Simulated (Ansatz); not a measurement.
**CH₃Br₂Ga: up Jacob's ladder to CCSD(T)**

One table from this session's results is given with a row withheld; the runs are named, their logs left out.

Program: Ansatz 0.2.0, Gaussian basis. Level of theory: functionals in def2-TZVPP, the program's frozen cores in correlated methods. These are calculated values, not measurements.

Levels to be run: LDA (SPW92), PBE-D4, revPBE-D4, BLYP-D4, r2SCAN-D4, B97M-V, PBE0-D4, B3LYP-D4, r2SCANh-D4, r2SCAN0-D4, HSE06-D4, BHLYP-D4, CAM-B3LYP-D4, LC-ωPBE, ωB97X-V, ωB97M-V, B2PLYP, PBE-QIDH; CCSD(T)/def2-SVP; CCSD(T)/def2-TZVPP; MP2/def2-QZVPP; extrapolation to the limit; RPA on PBE.

1 further run of the same task is left out (it didn't finish).

## The geometry

The geometry comes from an earlier relaxation with PBE0-D4 in a triple-zeta def2 set; it is a stationary point, not always the lowest conformer.

SMILES `[CH3][Ga]([Br])[Br]`, 7 atoms, charge 0, spin multiplicity 1.

Atoms are counted from 1 here; the program's logs count them from 0.

Bond lengths: C1–Ga2 1.947 Å, C1–H5 1.089 Å, C1–H6 1.091 Å, C1–H7 1.092 Å, Ga2–Br3 2.285 Å, Ga2–Br4 2.285 Å. Angles: Ga2–C1–H5 110.5°, Ga2–C1–H6 109.4°, Ga2–C1–H7 109.1°, H5–C1–H6 109.9°, H5–C1–H7 109.6°, H6–C1–H7 108.2°, C1–Ga2–Br3 122.2°, C1–Ga2–Br4 123.2°, Br3–Ga2–Br4 114.6°.

Set-up of the first run:

in.yaml

```yaml
crystal:
  periodic: [false, false, false]
  atoms:
    - {symbol: C, position_ang: [-0.113212, 1.020953, -0.074021]}
    - {symbol: Ga, position_ang: [0.085524, -0.911132, 0.061188]}
    - {symbol: Br, position_ang: [1.790623, -1.881791, 1.233043]}
    - {symbol: Br, position_ang: [-1.346569, -2.388049, -0.932805]}
    - {symbol: H, position_ang: [-1.035391, 1.273486, -0.595508]}
    - {symbol: H, position_ang: [-0.120394, 1.455690, 0.926586]}
    - {symbol: H, position_ang: [0.739408, 1.430854, -0.618483]}
basis:
  gaussian: {orbitals: def2-TZVPP}
hamiltonian: {xc: lda}
output: {orbitals: {seedname: orbitals}}
```

Among the steps run: LDA; PBE-D4 (GGA); revPBE-D4 (GGA); BLYP-D4 (GGA); r2SCAN-D4 (meta-GGA); B97M-V (meta-GGA); PBE0-D4 (hybrid); B3LYP-D4 (hybrid); r2SCANh-D4 (hybrid); r2SCAN0-D4 (hybrid); HSE06-D4 (hybrid); BHLYP-D4 (hybrid); CAM-B3LYP-D4 (range-separated); LC-ωPBE (range-separated); ωB97X-V (range-separated); ωB97M-V (range-separated); B2PLYP (double hybrid); PBE-QIDH (double hybrid).

One table of the session follows, with a row left open; its other results are not shown here.

It belongs to the step «Orbital energies across the functionals». 

| functional | HOMO (eV) | LUMO (eV) | gap (eV) |
| --- | --- | --- | --- |
| LDA (SPW92) | -7.18 | -2.44 | 4.74 |
| PBE-D4 | -7.01 | -2.15 | 4.87 |
| revPBE-D4 | -6.96 | -2.02 | 4.94 |
| BLYP-D4 | -6.83 | -2.06 | 4.77 |
| r2SCAN-D4 | -7.36 | -1.93 | 5.42 |
| B97M-V | -7.41 | -2.04 | 5.37 |
| PBE0-D4 | ? | ? | ? |
| B3LYP-D4 | -8.01 | -1.63 | 6.38 |
| r2SCANh-D4 | -7.82 | -1.66 | 6.16 |
| r2SCAN0-D4 | -8.52 | -1.26 | 7.26 |
| HSE06-D4 | -7.90 | -1.75 | 6.15 |
| BHLYP-D4 | -9.39 | -0.61 | 8.78 |
| CAM-B3LYP-D4 | -9.59 | -0.48 | 9.12 |
| LC-ωPBE | -11.00 | 0.66 | 11.66 |
| ωB97X-V | -10.63 | 0.53 | 11.16 |
| ωB97M-V | -10.49 | 0.34 | 10.83 |

**Question.** Estimate the row for PBE0-D4.

**Answer.** HOMO (eV): -8.29; LUMO (eV): -1.38; gap (eV): 6.91. In the column «HOMO (eV)» it lies between r2SCAN0-D4 (-8.52) and B3LYP-D4 (-8.01).
